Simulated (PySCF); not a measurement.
# ErF₂+: ligand-field states

Wanted: ligand-field states for ErF₂+.

Programs: PySCF 2.14.0, with routines of our own; each step states its level. All values are computed. Atoms count from 0.

## (1) The starting structure

3 atoms, charge 1, states of the metal's open shell are computed; geometry from: model geometry, bond lengths from ionic radii.

## (2) Ligand-field states: state-averaged CASSCF

What the job is given:

```
{"job": {"kind": "lf", "basis": {"metal": "x2c-TZVPall", "ligand": "x2c-SVPall"}, "nevpt": false}, "charge": 1, "metal": "Er", "open_shell": "f11"}
Er     0.000000     0.000000     0.000000
F      0.000000     0.000000     1.950000
F      0.000000     0.000000    -1.950000
```

With the program's defaults for keys left out, this is: state-averaged CASSCF of the metal f shell, state-interaction spin-orbit coupling.

On the command line:

```bash
$ OMP_NUM_THREADS=1 python lf_run.py task.json out
```

This one command runs all jobs of the session in turn.

Standard output:

```text
basis functions 132, electrons 85, active (11e, 7o)
stage 1: DIIS on the effective Fock matrix, level shift 0.30
cycle   1  E = -13275.2899453226  dE = -1.328e+04  max|g| = 3.313e+00
cycle   2  E = -13277.4271611838  dE = -2.137e+00  max|g| = 3.374e+00
cycle   3  E = -13272.9993073877  dE =  4.428e+00  max|g| = 4.539e+00
cycle   4  E = -13280.8815393281  dE = -7.882e+00  max|g| = 3.649e-01
cycle   5  E = -13280.9762496189  dE = -9.471e-02  max|g| = 2.025e-01
cycle   6  E = -13281.0664616932  dE = -9.021e-02  max|g| = 1.170e-01
cycle   7  E = -13281.0354314653  dE =  3.103e-02  max|g| = 1.737e-01
cycle   8  E = -13281.0145411707  dE =  2.089e-02  max|g| = 1.908e-01
cycle   9  E = -13280.9943005127  dE =  2.024e-02  max|g| = 2.246e-01
cycle  10  E = -13281.0606380077  dE = -6.634e-02  max|g| = 1.032e-01
cycle  11  E = -13280.7503482763  dE =  3.103e-01  max|g| = 3.961e-01
cycle  12  E = -13280.5705988997  dE =  1.797e-01  max|g| = 4.328e-01
cycle  13  E = -13280.3475992233  dE =  2.230e-01  max|g| = 5.702e-01
cycle  14  E = -13280.3727055994  dE = -2.511e-02  max|g| = 5.464e-01
cycle  15  E = -13280.0364819776  dE =  3.362e-01  max|g| = 7.002e-01
stage 2: quasi-Newton rotations from the point of smallest gradient
cycle  17  E = -13281.0767618203  dE = -1.612e-02  max|g| = 3.180e-02
cycle  18  E = -13281.0770099777  dE = -2.482e-04  max|g| = 4.023e-02
cycle  19  E = -13281.0776505662  dE = -6.406e-04  max|g| = 3.280e-03
cycle  20  E = -13281.0776603084  dE = -9.742e-06  max|g| = 1.225e-03
cycle  21  E = -13281.0776616239  dE = -1.315e-06  max|g| = 4.410e-04
cycle  22  E = -13281.0776617657  dE = -1.418e-07  max|g| = 7.485e-05
cycle  23  E = -13281.0776617727  dE = -7.007e-09  max|g| = 1.318e-05
cycle  24  E = -13281.0776617731  dE = -3.874e-10  max|g| = 3.827e-06
converged average energy = -13281.0776617731

 mult deg   label        CASSCF/cm-1   NEVPT2/cm-1
   4   1   4Sigmau-            0.0
   4   2   4Piu              169.4
   4   2   4Deltau           549.5
   4   2   4Hu               583.3
   4   2   4Gammau           623.8
   4   2   4Phiu             782.0
   4   2   4Iu              2252.2
   4   2   4Phiu           17431.8
   2   2   2Hu             18209.4
   4   2   4Deltau         18214.0
   2   2   2Gammau         18219.9
   2   2   2Phiu           18534.6
   2   2   2Deltau         18585.2
   2   2   2Piu            18659.5
   4   1   4Sigmau-        18722.8
   2   1   2Sigmau+        18723.7
   4   2   4Piu            19322.2
   4   1   4Sigmau+        20318.9
   2   2   2Gammau         23495.3
   2   2   2Phiu           24160.5
   2   2   2Deltau         24639.7
   2   2   2Piu            25030.4
   2   1   2Sigmau-        25111.5
   2   1   2Sigmau+        26248.3
   2   2   2Piu            26327.7
   2   2   2Deltau         26537.7
   2   2   2Phiu           26779.1
   2   2   2Gammau         27134.8
   2   2   2Hu             27871.6
   4   1   4Sigmau-        28692.7
   4   2   4Gammau         28949.0
   2   2   2Iu             29129.7
   4   2   4Piu            29153.7
   4   2   4Deltau         30152.7
   4   2   4Phiu           30338.8
   2   2   2Ku             30832.4
   2   2   2Deltau         32416.5
   2   2   2Piu            32513.4
   2   1   2Sigmau+        34578.7
   2   1   2Sigmau-        34657.8
   2   2   2Piu            34871.5
   2   1   2Sigmau-        41063.7
   2   2   2Piu            41165.1
   2   2   2Deltau         41521.0
   2   2   2Phiu           42329.8
   2   2   2Gammau         43560.8
   4   1   4Sigmau-        44805.5
   2   2   2Piu            44837.4
   2   1   2Sigmau-        44844.5
   2   2   2Deltau         44908.2
   2   2   2Hu             45024.3
   2   2   2Phiu           45152.5
   2   2   2Gammau         45414.3
   2   2   2Iu             45544.5
   2   2   2Hu             45588.4
   2   2   2Iu             46919.7
   4   2   4Piu            46967.5
   2   2   2Ku             48616.2
   4   2   4Deltau         49972.5
   2   4   2L              50321.1

spin-orbit levels / cm-1
      0.00  x2  4Piu 0.48 4Sigmau- 0.43 4Deltau 0.07
    142.84  x2  4Piu 0.47 4Deltau 0.27 4Sigmau- 0.20
    363.80  x2  4Deltau 0.47 4Piu 0.29 4Phiu 0.20
    544.30  x2  4Phiu 0.46 4Deltau 0.37 4Gammau 0.14
    562.57  x2  4Gammau 0.62 4Hu 0.33
    588.16  x2  4Phiu 0.46 4Gammau 0.43 4Hu 0.08
    793.62  x2  4Hu 0.85 4Iu 0.13
   2203.33  x2  4Iu 0.98
   6606.13  x2  4Piu 0.61 4Deltau 0.29 4Sigmau- 0.10
   6692.51  x2  4Sigmau- 0.45 4Deltau 0.32 4Phiu 0.20
   6819.04  x2  4Piu 0.46 4Phiu 0.38 4Gammau 0.15
   6943.79  x2  4Deltau 0.45 4Gammau 0.41 4Hu 0.09
   7074.76  x2  4Phiu 0.43 4Hu 0.37 4Gammau 0.17
   7272.54  x2  4Hu 0.50 4Gammau 0.35 4Iu 0.14
   8367.39  x2  4Iu 0.86 4Hu 0.14
  10691.92  x2  4Deltau 0.37 4Piu 0.37 4Sigmau- 0.15
  10752.39  x2  4Phiu 0.38 4Piu 0.26 4Sigmau- 0.25
  10857.27  x2  4Gammau 0.38 4Deltau 0.31 4Piu 0.18
  11022.80  x2  4Phiu 0.35 4Hu 0.31 4Deltau 0.13
  11188.36  x2  4Hu 0.37 4Gammau 0.33 2Gammau 0.10
  12029.92  x2  4Iu 0.73 2Hu 0.13 4Hu 0.12
  13427.68  x2  4Piu 0.38 4Sigmau- 0.23 4Deltau 0.17
  13620.91  x2  4Hu 0.38 4Gammau 0.25 2Gammau 0.16
  13698.24  x2  4Deltau 0.31 4Phiu 0.25 4Piu 0.17
  13852.29  x2  4Phiu 0.31 4Gammau 0.30 4Deltau 0.14
  14558.55  x2  4Iu 0.54 2Hu 0.21 4Hu 0.09
  18279.26  x2  4Phiu 0.62 2Gammau 0.17 4Iu 0.16
  18709.45  x2  4Deltau 0.40 4Phiu 0.24 2Phiu 0.18
  19247.73  x2  4Deltau 0.36 4Piu 0.22 2Deltau 0.15
  19848.17  x2  4Piu 0.33 4Deltau 0.17 2Piu 0.14
```

It took 14 s on 1 thread of Arm Neoverse V1, shared host; peak memory 0.34 GiB.

Warnings kept with the result: spin Hamiltonian not valid, low-lying orbital states.

In short:

```tsv
quantity	value
spin-orbit constant ζ	2393 cm⁻¹
```

Powder susceptibility:

```tsv
T (K)	χT (cm³ K/mol)	μ(eff)
2	5.852	6.84
5	6.016	6.94
10	6.288	7.09
20	6.832	7.39
30	7.369	7.68
50	8.319	8.16
75	9.154	8.56
100	9.686	8.80
150	10.293	9.07
200	10.621	9.22
250	10.821	9.30
300	10.948	9.36
```

## (3) Ligand-field states: state-averaged CASSCF (shift 1.0)

What the job is given:

```
{"job": {"kind": "lf", "basis": {"metal": "x2c-TZVPall", "ligand": "x2c-SVPall"}, "nevpt": false, "shift": 1.0}, "charge": 1, "metal": "Er", "open_shell": "f11"}
Er     0.000000     0.000000     0.000000
F      0.000000     0.000000     1.950000
F      0.000000     0.000000    -1.950000
```

Method: state-averaged CASSCF of the metal f shell, state-interaction spin-orbit coupling.

Standard output:

```text
basis functions 132, electrons 85, active (11e, 7o)
stage 1: DIIS on the effective Fock matrix, level shift 1.00
cycle   1  E = -13275.2899453226  dE = -1.328e+04  max|g| = 3.313e+00
cycle   2  E = -13279.0133998080  dE = -3.723e+00  max|g| = 2.904e+00
cycle   3  E = -13280.0041913205  dE = -9.908e-01  max|g| = 2.230e+00
cycle   4  E = -13281.0070862659  dE = -1.003e+00  max|g| = 3.351e-01
cycle   5  E = -13281.0639636183  dE = -5.688e-02  max|g| = 9.226e-02
cycle   6  E = -13281.0722513050  dE = -8.288e-03  max|g| = 6.060e-02
cycle   7  E = -13281.0747073578  dE = -2.456e-03  max|g| = 5.443e-02
cycle   8  E = -13281.0759181708  dE = -1.211e-03  max|g| = 3.540e-02
cycle   9  E = -13281.0764661601  dE = -5.480e-04  max|g| = 2.932e-02
cycle  10  E = -13281.0767950680  dE = -3.289e-04  max|g| = 2.436e-02
cycle  11  E = -13281.0770191201  dE = -2.241e-04  max|g| = 1.993e-02
cycle  12  E = -13281.0771254658  dE = -1.063e-04  max|g| = 1.570e-02
cycle  13  E = -13281.0771489702  dE = -2.350e-05  max|g| = 1.185e-02
cycle  14  E = -13281.0772256590  dE = -7.669e-05  max|g| = 1.157e-02
cycle  15  E = -13281.0772790600  dE = -5.340e-05  max|g| = 1.124e-02
cycle  16  E = -13281.0773069949  dE = -2.793e-05  max|g| = 1.105e-02
cycle  17  E = -13281.0773385417  dE = -3.155e-05  max|g| = 1.070e-02
cycle  18  E = -13281.0772648834  dE =  7.366e-05  max|g| = 1.174e-02
cycle  19  E = -13281.0771168294  dE =  1.481e-04  max|g| = 1.463e-02
cycle  20  E = -13281.0767286620  dE =  3.882e-04  max|g| = 2.165e-02
cycle  21  E = -13281.0759885865  dE =  7.401e-04  max|g| = 2.935e-02
cycle  22  E = -13281.0744637387  dE =  1.525e-03  max|g| = 4.023e-02
stage 2: quasi-Newton rotations from the point of smallest gradient
cycle  24  E = -13281.0776495538  dE = -3.110e-04  max|g| = 3.593e-03
cycle  25  E = -13281.0776550675  dE = -5.514e-06  max|g| = 3.672e-03
cycle  26  E = -13281.0776616044  dE = -6.537e-06  max|g| = 6.364e-04
cycle  27  E = -13281.0776616982  dE = -9.380e-08  max|g| = 4.524e-04
cycle  28  E = -13281.0776617721  dE = -7.397e-08  max|g| = 3.348e-05
cycle  29  E = -13281.0776617730  dE = -8.349e-10  max|g| = 1.101e-05
cycle  30  E = -13281.0776617731  dE = -1.164e-10  max|g| = 8.523e-07
converged average energy = -13281.0776617731

 mult deg   label        CASSCF/cm-1   NEVPT2/cm-1
   4   1   4Sigmau-            0.0
   4   2   4Piu              169.4
   4   2   4Deltau           549.5
   4   2   4Hu               583.3
   4   2   4Gammau           623.8
   4   2   4Phiu             782.0
   4   2   4Iu              2252.1
   4   2   4Phiu           17431.8
   2   2   2Hu             18209.4
   4   2   4Deltau         18214.0
   2   2   2Gammau         18219.9
   2   2   2Phiu           18534.6
   2   2   2Deltau         18585.2
   2   2   2Piu            18659.5
   4   1   4Sigmau-        18722.8
   2   1   2Sigmau+        18723.7
   4   2   4Piu            19322.2
   4   1   4Sigmau+        20318.9
   2   2   2Gammau         23495.3
   2   2   2Phiu           24160.5
   2   2   2Deltau         24639.7
   2   2   2Piu            25030.4
   2   1   2Sigmau-        25111.5
   2   1   2Sigmau+        26248.3
   2   2   2Piu            26327.7
   2   2   2Deltau         26537.7
   2   2   2Phiu           26779.1
   2   2   2Gammau         27134.8
   2   2   2Hu             27871.6
   4   1   4Sigmau-        28692.7
   4   2   4Gammau         28949.0
   2   2   2Iu             29129.7
   4   2   4Piu            29153.7
   4   2   4Deltau         30152.7
   4   2   4Phiu           30338.8
   2   2   2Ku             30832.4
   2   2   2Deltau         32416.5
   2   2   2Piu            32513.4
   2   1   2Sigmau+        34578.7
   2   1   2Sigmau-        34657.8
   2   2   2Piu            34871.5
   2   1   2Sigmau-        41063.7
   2   2   2Piu            41165.1
   2   2   2Deltau         41521.0
   2   2   2Phiu           42329.8
   2   2   2Gammau         43560.8
   4   1   4Sigmau-        44805.5
   2   2   2Piu            44837.4
   2   1   2Sigmau-        44844.5
   2   2   2Deltau         44908.1
   2   2   2Hu             45024.3
   2   2   2Phiu           45152.5
   2   2   2Gammau         45414.3
   2   2   2Iu             45544.4
   2   2   2Hu             45588.4
   2   2   2Iu             46919.6
   4   2   4Piu            46967.5
   2   2   2Ku             48616.2
   4   2   4Deltau         49972.5
   2   4   2L              50321.1

spin-orbit levels / cm-1
      0.00  x2  4Piu 0.48 4Sigmau- 0.43 4Deltau 0.07
    142.84  x2  4Piu 0.47 4Deltau 0.27 4Sigmau- 0.20
    363.80  x2  4Deltau 0.47 4Piu 0.29 4Phiu 0.20
    544.29  x2  4Phiu 0.46 4Deltau 0.37 4Gammau 0.14
    562.56  x2  4Gammau 0.62 4Hu 0.33
    588.15  x2  4Phiu 0.46 4Gammau 0.43 4Hu 0.08
    793.61  x2  4Hu 0.85 4Iu 0.13
   2203.33  x2  4Iu 0.98
   6606.13  x2  4Piu 0.61 4Deltau 0.29 4Sigmau- 0.10
   6692.51  x2  4Sigmau- 0.45 4Deltau 0.32 4Phiu 0.20
   6819.04  x2  4Piu 0.46 4Phiu 0.38 4Gammau 0.15
   6943.79  x2  4Deltau 0.45 4Gammau 0.41 4Hu 0.09
   7074.75  x2  4Phiu 0.43 4Hu 0.37 4Gammau 0.17
   7272.54  x2  4Hu 0.50 4Gammau 0.35 4Iu 0.14
   8367.39  x2  4Iu 0.86 4Hu 0.14
  10691.92  x2  4Deltau 0.37 4Piu 0.37 4Sigmau- 0.15
  10752.39  x2  4Phiu 0.38 4Piu 0.26 4Sigmau- 0.25
  10857.27  x2  4Gammau 0.38 4Deltau 0.31 4Piu 0.18
  11022.79  x2  4Phiu 0.35 4Hu 0.31 4Deltau 0.13
  11188.36  x2  4Hu 0.37 4Gammau 0.33 2Gammau 0.10
  12029.92  x2  4Iu 0.73 2Hu 0.13 4Hu 0.12
  13427.68  x2  4Piu 0.38 4Sigmau- 0.23 4Deltau 0.17
  13620.91  x2  4Hu 0.38 4Gammau 0.25 2Gammau 0.16
  13698.23  x2  4Deltau 0.31 4Phiu 0.25 4Piu 0.17
  13852.29  x2  4Phiu 0.31 4Gammau 0.30 4Deltau 0.14
  14558.54  x2  4Iu 0.54 2Hu 0.21 4Hu 0.09
  18279.26  x2  4Phiu 0.62 2Gammau 0.17 4Iu 0.16
  18709.45  x2  4Deltau 0.40 4Phiu 0.24 2Phiu 0.18
  19247.72  x2  4Deltau 0.36 4Piu 0.22 2Deltau 0.15
  19848.16  x2  4Piu 0.33 4Deltau 0.17 2Piu 0.14
```

It took 10 s on 1 thread of Arm Neoverse V1, shared host; peak memory 0.34 GiB.

Warnings kept with the result: spin Hamiltonian not valid, low-lying orbital states.

From this job:

```tsv
quantity	value
spin-orbit constant ζ	2393 cm⁻¹
```

Powder susceptibility:

```tsv
T (K)	χT (cm³ K/mol)	μ(eff)
2	5.852	6.84
20	6.832	7.39
100	9.686	8.80
300	10.948	9.36
```

## (4) Ligand-field states: state-averaged CASSCF (avg hs)

What the job is given:

```
{"job": {"kind": "lf", "basis": {"metal": "x2c-TZVPall", "ligand": "x2c-SVPall"}, "nevpt": false, "avg": "hs"}, "charge": 1, "metal": "Er", "open_shell": "f11"}
Er     0.000000     0.000000     0.000000
F      0.000000     0.000000     1.950000
F      0.000000     0.000000    -1.950000
```

Level: state-averaged CASSCF of the metal f shell, state-interaction spin-orbit coupling.

Standard output:

```text
basis functions 132, electrons 85, active (11e, 7o)
stage 1: DIIS on the effective Fock matrix, level shift 0.30
cycle   1  E = -13275.3416824003  dE = -1.328e+04  max|g| = 3.324e+00
cycle   2  E = -13277.5233833120  dE = -2.182e+00  max|g| = 3.373e+00
cycle   3  E = -13273.1765554548  dE =  4.347e+00  max|g| = 4.546e+00
cycle   4  E = -13280.9653078228  dE = -7.789e+00  max|g| = 3.012e-01
cycle   5  E = -13280.9762695588  dE = -1.096e-02  max|g| = 2.743e-01
cycle   6  E = -13281.1228570015  dE = -1.466e-01  max|g| = 1.088e-01
cycle   7  E = -13281.0756105762  dE =  4.725e-02  max|g| = 1.690e-01
cycle   8  E = -13281.0833054487  dE = -7.695e-03  max|g| = 1.880e-01
cycle   9  E = -13281.1042605293  dE = -2.096e-02  max|g| = 1.887e-01
cycle  10  E = -13281.0431499923  dE =  6.111e-02  max|g| = 2.549e-01
cycle  11  E = -13280.9662691910  dE =  7.688e-02  max|g| = 2.412e-01
cycle  12  E = -13280.8942379324  dE =  7.203e-02  max|g| = 2.302e-01
cycle  13  E = -13280.8954782414  dE = -1.240e-03  max|g| = 2.679e-01
cycle  14  E = -13280.7945283350  dE =  1.009e-01  max|g| = 3.416e-01
cycle  15  E = -13280.4366624961  dE =  3.579e-01  max|g| = 5.518e-01
stage 2: quasi-Newton rotations from the point of smallest gradient
cycle  17  E = -13281.1502329491  dE = -2.738e-02  max|g| = 1.153e-01
cycle  18  E = -13281.1531412992  dE = -2.908e-03  max|g| = 5.756e-02
cycle  19  E = -13281.1544823700  dE = -1.341e-03  max|g| = 3.202e-03
cycle  20  E = -13281.1544921987  dE = -9.829e-06  max|g| = 2.853e-03
cycle  21  E = -13281.1544945792  dE = -2.380e-06  max|g| = 3.303e-04
cycle  22  E = -13281.1544947279  dE = -1.487e-07  max|g| = 8.454e-05
cycle  23  E = -13281.1544947389  dE = -1.095e-08  max|g| = 1.857e-05
cycle  24  E = -13281.1544947393  dE = -4.729e-10  max|g| = 4.637e-06
converged average energy = -13281.1544947393

 mult deg   label        CASSCF/cm-1   NEVPT2/cm-1
   4   1   4Sigmau-            0.0
   4   2   4Piu              171.1
   4   2   4Deltau           555.2
   4   2   4Hu               589.0
   4   2   4Gammau           632.1
   4   2   4Phiu             790.9
   4   2   4Iu              2263.5
   4   2   4Phiu           17473.1
   4   2   4Deltau         18264.6
   2   4   2H              18265.9
   2   2   2Phiu           18576.5
   2   2   2Deltau         18628.4
   2   2   2Piu            18702.6
   2   1   2Sigmau+        18766.2
   4   1   4Sigmau-        18766.7
   4   2   4Piu            19365.7
   4   1   4Sigmau+        20361.3
   2   2   2Gammau         23557.1
   2   2   2Phiu           24216.5
   2   2   2Deltau         24695.9
   2   2   2Piu            25087.4
   2   1   2Sigmau-        25171.7
   2   1   2Sigmau+        26308.6
   2   2   2Piu            26389.4
   2   2   2Deltau         26601.3
   2   2   2Phiu           26845.9
   2   2   2Gammau         27203.4
   2   2   2Hu             27936.8
   4   1   4Sigmau-        28750.1
   4   2   4Gammau         29025.0
   2   2   2Iu             29187.9
   4   2   4Piu            29211.9
   4   2   4Deltau         30211.9
   4   2   4Phiu           30400.8
   2   2   2Ku             30887.9
   2   2   2Deltau         32488.8
   2   2   2Piu            32592.1
   2   1   2Sigmau+        34654.5
   2   1   2Sigmau-        34738.5
   2   2   2Piu            34942.1
   2   1   2Sigmau-        41173.1
   2   2   2Piu            41272.0
   2   2   2Deltau         41622.6
   2   2   2Phiu           42424.3
   2   2   2Gammau         43649.7
   4   1   4Sigmau-        44911.2
   2   2   2Piu            44944.5
   2   1   2Sigmau-        44950.9
   2   2   2Deltau         45015.5
   2   2   2Hu             45112.8
   2   2   2Phiu           45258.2
   2   2   2Gammau         45520.0
   2   2   2Iu             45645.1
   2   2   2Hu             45694.6
   2   2   2Iu             47006.6
   4   2   4Piu            47062.4
   2   2   2Ku             48699.8
   4   2   4Deltau         50067.8
   2   2   2Lu             50401.4
   2   2   2Piu            50429.2

spin-orbit levels / cm-1
      0.00  x2  4Piu 0.48 4Sigmau- 0.43 4Deltau 0.07
    144.36  x2  4Piu 0.47 4Deltau 0.27 4Sigmau- 0.20
    367.86  x2  4Deltau 0.47 4Piu 0.29 4Phiu 0.20
    550.72  x2  4Phiu 0.46 4Deltau 0.37 4Gammau 0.14
    568.86  x2  4Gammau 0.62 4Hu 0.33
    595.36  x2  4Phiu 0.46 4Gammau 0.43 4Hu 0.08
    799.03  x2  4Hu 0.85 4Iu 0.13
   2213.80  x2  4Iu 0.98
   6616.95  x2  4Piu 0.61 4Deltau 0.28 4Sigmau- 0.10
   6704.40  x2  4Sigmau- 0.45 4Deltau 0.32 4Phiu 0.20
   6832.67  x2  4Piu 0.46 4Phiu 0.38 4Gammau 0.15
   6958.89  x2  4Deltau 0.45 4Gammau 0.41 4Hu 0.09
   7090.67  x2  4Phiu 0.43 4Hu 0.37 4Gammau 0.17
   7288.61  x2  4Hu 0.50 4Gammau 0.35 4Iu 0.14
   8386.45  x2  4Iu 0.86 4Hu 0.14
  10710.39  x2  4Deltau 0.37 4Piu 0.37 4Sigmau- 0.15
  10772.01  x2  4Phiu 0.38 4Piu 0.26 4Sigmau- 0.25
  10878.45  x2  4Gammau 0.38 4Deltau 0.31 4Piu 0.18
  11044.96  x2  4Phiu 0.35 4Hu 0.31 4Deltau 0.13
  11211.34  x2  4Hu 0.37 4Gammau 0.33 2H 0.11
  12057.75  x2  4Iu 0.73 2H 0.13 4Hu 0.12
  13451.59  x2  4Piu 0.38 4Sigmau- 0.23 4Deltau 0.17
  13648.95  x2  4Hu 0.39 4Gammau 0.25 2H 0.16
  13724.76  x2  4Deltau 0.31 4Phiu 0.25 4Piu 0.17
  13880.44  x2  4Phiu 0.31 4Gammau 0.30 4Deltau 0.14
  14592.76  x2  4Iu 0.54 2H 0.21 4Hu 0.09
  18322.55  x2  4Phiu 0.62 2Gammau 0.17 4Iu 0.16
  18755.01  x2  4Deltau 0.40 4Phiu 0.24 2Phiu 0.18
  19293.09  x2  4Deltau 0.36 4Piu 0.22 2Deltau 0.15
  19893.06  x2  4Piu 0.33 4Deltau 0.17 2Piu 0.14
```

Wall time 8.9 s (1 thread of Arm Neoverse V1, shared host); peak memory 0.34 GiB.

Warnings kept with the result: spin Hamiltonian not valid, low-lying orbital states.

In short:

```tsv
quantity	value
spin-orbit constant ζ	2396 cm⁻¹
```

Powder susceptibility:

```tsv
T (K)	χT (cm³ K/mol)	μ(eff)
2	5.856	6.84
20	6.827	7.39
100	9.677	8.80
300	10.951	9.36
```

## (5) The runs side by side

From the CASSCF states (cm⁻¹; the spread is that of the fitted one-electron ligand-field levels):

```tsv
step	setting	ground state	next state	orbital spread	ζ	μ(eff), 300 K
2	as given	4Sigmau-	4Piu at 169	4963	2393	9.36
3	shift 1.0	4Sigmau-	4Piu at 169	4963	2393	9.36
4	avg hs	4Sigmau-	4Piu at 171	4944	2396	9.36
```

## (6) Results

```
                                                         quantity       value
            spin-orbit constant ζ (step 2, state-averaged CASSCF)   2393 cm⁻¹
ground multiplicity, μ(eff) at 300 K (step 2, 2 donors at 1.95 Å)  4, 9.36 μB
ground multiplicity, μ(eff) at 300 K (step 3, 2 donors at 1.95 Å)  4, 9.36 μB
ground multiplicity, μ(eff) at 300 K (step 4, 2 donors at 1.95 Å)  4, 9.36 μB
```

**Reading.** In step 2, χT goes from 5.85 at 2 K to 10.95 cm³ K/mol at 300 K, as higher levels fill or mix in.
